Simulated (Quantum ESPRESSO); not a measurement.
## In2H in Quantum ESPRESSO: the effect of functional

Sheet: In2H, a sheet with vacuum.

```xyz
3
Lattice="4.9557 0.0000 0.0000 -2.4778 4.2917 0.0000 0.0000 0.0000 25.4871" Properties=species:S:1:pos:R:3 pbc="T T T"
In    0.0000    2.8612    7.3574
In    2.4779    1.4306    7.3574
H     0.0000    0.0000    7.3637
```

The cell was built by a generator and needn't be a form met in nature.

Alike in all runs:

| Item | Value |
| --- | --- |
| Program | Quantum ESPRESSO 7.5 |
| Task | work function |
| Potentials or basis | SG15 PBE 1.2 |
| Cutoff | 952 eV |
| Density cutoff | 3810 eV |
| k mesh | 6 × 6 × 1 |
| Occupations | fermi-dirac, width 0.05 eV |
| Spin | no spin polarisation |

| functional | work function (eV) |
| --- | --- |
| LDA | 4.27 |
| PBEsol | 4.02 |
| RPBE | 3.77 |
| revPBE | 3.78 |
| AM05 | ? |
| PW91 | 3.97 |
| WC | 4.00 |

Problem. What does the run with functional AM05 give?

Solution. Work function 3.89 eV.

Runs at the PBE level aren't shown here.
